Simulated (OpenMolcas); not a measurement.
# Cu²⁺ among point charges: CASSCF levels and susceptibility

How does a field of 6 point charges split the states of Cu²⁺, and what χT follows?

Program: OpenMolcas 26.06. Level of theory: state-averaged CASSCF, spin-orbit coupling by RASSI with atomic mean-field integrals. These are calculated values, not measurements, unless marked.

1 further run of the same task is left out (it didn't finish).

### Step 1. The atom as given

| Quantity | Value |
| --- | --- |
| Species | Cu²⁺ (copper, Z = 29, 27 electrons) |
| Basis | ANO-RCC-VDZP [5s4p2d1f], 34 functions |
| Scalar Hamiltonian | DKH2, point nucleus |
| Inactive shells | 1s 2s 2p 3s 3p |
| Active space | 9 electrons in 5 orbitals (3d) |
| Some configurations of this space | 3d⁹ |
| Orbitals | optimised for each spin and parity, averaged over all roots |

Outer shells as boxes (Hund's rule):

3d9
```
3d [↑↓][↑↓][↑↓][↑↓][↑ ]
```

The ion sits among 6 point charges of -2 e arranged as a trigonal antiprism (D3d), 1.85 Å from the ion, with a polar angle of 64.6° against the regular 54.74°. The active orbitals were held to one l.

Each step is its own input file, run in one work folder so that later steps find the files of earlier ones. Labels, J, g values, rates, χT and fits are worked out afterwards by a script from the matrices that RASSI stores. The input lists half of the charges; inversion (Group=XYZ) makes the rest.

### Step 2. One- and two-electron integrals

a.inp

```
&GATEWAY
Coord
1

Cu 0.0 0.0 0.0
Basis=ANO-RCC-VDZP
Group=XYZ
NoMove
AngMom=0.0 0.0 0.0
AMFI
XField
3 Angstrom 0
0.000000 1.671004 0.793879 -2.000000
1.447132 -0.835502 0.793879 -2.000000
1.447132 0.835502 -0.793879 -2.000000
&SEWARD
```

Run with:

```bash
$ OMP_NUM_THREADS=1 MOLCAS_MEM=1689 MOLCAS_PROJECT=a pymolcas a.inp > a.log
```

Output:

```text
Basis set label: CU.ANO-RCC...5S4P2D1F.

      Electronic valence basis set:
      ------------------
      Associated Effective Charge  29.000000 au
      Associated Actual Charge     29.000000 au
      Nuclear Model: Point charge

      Shell  nPrim  nBasis  Cartesian Spherical Contaminant
         s      21       5        X
         p      15       4        X
         d      10       2                 X
         f       6       1                 X
                  Relativistic Douglas-Kroll-Hess integrals:
                    - DKH order of Hamiltonian: 2
                    - DKH order of Properties : 0
                  Atomic mean-field integrals
```

### Step 3. CASSCF: doublets of even parity, 5 roots

a.inp

```
&RASSCF
FileOrb=start.orb
Symmetry=1
Spin=2
nActEl=9 0 0
Inactive=3 6
Ras2=5 0
CIRoot=5 5 1
SDav=5
CIMx=300
Iter=120 100
PrWF=0.3
OrbListing=Nothing
MaxOrb=0
SupSym
1
10 4 5 6 7 8 11 12 13 14 15
0
>>> COPY $Project.JobIph JOB001
```

Run with:

```bash
$ OMP_NUM_THREADS=1 MOLCAS_MEM=1689 MOLCAS_PROJECT=a pymolcas a.inp > a.log
```

start.orb holds the contracted functions of the basis, ordered by shell, or the orbitals of the step before.

Output (excerpt; [...] marks lines left out):

```text
[...]
      Number of active orbitals                  5
[...]
      Spin quantum number                      0.5
[...]
      Active orbitals                            5   0
[...]
      Number of CSFs                             5
      Number of root(s) required                 5
[...]
      Convergence after 51 iterations
[...]
      Natural orbitals and occupation numbers for root  1
      sym 1:   2.000000   2.000000   2.000000   2.000000   1.000000
      Natural orbitals and occupation numbers for root  2
      sym 1:   1.000000   2.000000   2.000000   2.000000   2.000000
      Natural orbitals and occupation numbers for root  3
      sym 1:   2.000000   1.000000   2.000000   2.000000   2.000000
::    RASSCF root number  1 Total energy:  -1659.11255450
::    RASSCF root number  2 Total energy:  -1659.11255449
::    RASSCF root number  3 Total energy:  -1659.07576959
::    RASSCF root number  4 Total energy:  -1659.07576959
::    RASSCF root number  5 Total energy:  -1659.06110013
```

### Step 4. State interaction with spin-orbit coupling

a.inp

```
&RASSI
NrOfJobIphs=1 5
1 2 3 4 5
IphNames
JOB001
EJob
SpinOrbit
DIPRint=1.0
SOCoupling=1000.0
Subsets=2
Property=9
'ANGMOM' 1 'ANGMOM' 2 'ANGMOM' 3 'MLTPL  1' 1 'MLTPL  1' 2 'MLTPL  1' 3
'AMFI' 1 'AMFI' 2 'AMFI' 3
SOProperty=3
'ANGMOM' 1 'ANGMOM' 2 'ANGMOM' 3
```

Output (excerpt; [...] marks lines left out):

```text
SPIN-FREE ENERGIES:
  (Shifted by EMIN (a.u.) =      -1659.1125544974)
 SF State       Relative EMIN(au)   Rel lowest level(eV)    D:o, cm**(-1)      L_eff
     1             0.0000000000        0.0000000000              0.0000         2.0
     2             0.0000000059        0.0000001600              0.0013         2.0
     3             0.0367849039        1.0009682279           8073.3532         2.0
     4             0.0367849076        1.0009683294           8073.3540         2.0
     5             0.0514543661        1.4001446300          11292.9280         2.0
     Dipole printing threshold changed to   1.00000000E+00
Eigenvalues of complex Hamiltonian:
   -----------------------------------
  (Shifted by EMIN (a.u.) =      -1659.1125544974)
 SO State       Relative EMIN(au)   Rel lowest level(eV)    D:o, cm**(-1)     J-value
     1            -0.0035044176        0.0000000000              0.0000         1.2
     2            -0.0035044176        0.0000000000              0.0000         1.2
     3             0.0028535713        0.1730096917           1395.4173         1.4
     4             0.0028535713        0.1730096917           1395.4173         1.4
     5             0.0359677153        1.0740914542           8663.1318         1.7
     6             0.0359677153        1.0740914542           8663.1318         1.7
     7             0.0368910773        1.0992174153           8865.7864         2.1
     8             0.0368910773        1.0992174153           8865.7864         2.1
     9             0.0528162372        1.5325630907          12360.9549         1.8
    10             0.0528162372        1.5325630907          12360.9549         1.8
Weights of the five most important spin-orbit-free states for each spin-orbit state.
[...]
```

Time for these steps: 3.5 s (1 thread of Arm Neoverse V1, shared host).

Spin-free states, with their symmetry labels:

```
state  degeneracy  E (cm-1)  free-ion L (%)
   2E           2         0         D (100)
   2E           2      8073         D (100)
  2A1           1     11293         D (100)
```

With spin-orbit coupling:

| E (cm-1) | Degeneracy | Label | 2S+1 | g |
| --- | --- | --- | --- | --- |
| 0.0 | 2 | E1/2 | 2 | 0.03 0.03 5.55 |
| 1395 | 2 | E3/2 | 2 | 0.00 0.00 1.34 |
| 8663 | 2 | E3/2 | 2 | 0.00 0.00 3.24 |
| 8866 | 2 | E1/2 | 2 | 0.26 1.47 1.47 |
| 12361 | 2 | E1/2 | 2 | 0.50 0.50 1.81 |

Principal g values are given for doublets only; a zero marks a field direction without first-order Zeeman splitting.

Powder χT (cm³ K/mol): 0.96 at 2 K, 0.97 at 5 K, 0.97 at 10 K, 0.97 at 20 K, 0.98 at 50 K, 1.00 at 100 K, 1.02 at 150 K, 1.04 at 200 K, 1.05 at 250 K, 1.07 at 300 K.

Orbitals of the lowest block (energies include the constant potential of the surroundings):

```
shell     space  energy (hartree)  mean occupation  ⟨r²⟩ (bohr²)
   1s  inactive         -330.0221            2.000       0.00362
   2s  inactive          -39.2394            2.000        0.0646
   2p  inactive          -33.3834            6.000        0.0521
   3s  inactive           -2.7559            2.000         0.582
   3p  inactive           -0.9529            6.000         0.657
   3d      RAS2                              9.000          1.17
```

### Step 5. Outcome

| quantity | value |
| --- | --- |
| method | CASSCF |
| spin-free ground state | 2E, 2-fold in its orbital part |
| first state of the same spin within the active space | 2E at 8070 cm⁻¹ |
| lowest level | 2-fold E1/2, g = 0.03, 0.03, 5.55 |
| next level | 1395.4 cm⁻¹ |
| χT at 300 K | 1.07 cm³ K/mol |
| effective moment at 300 K | 2.93 μB |

What this shows: The spin-free ground state (2E) comes to 100 % from free-ion D terms and keeps the highest spin of the shell. χT at 300 K is 1.07, against 0.38 cm³ K/mol for the spin alone, so orbital moment adds to it. The field of point charges can differ much from that of real complexes. This is an electrostatic model: the charges have no orbitals.
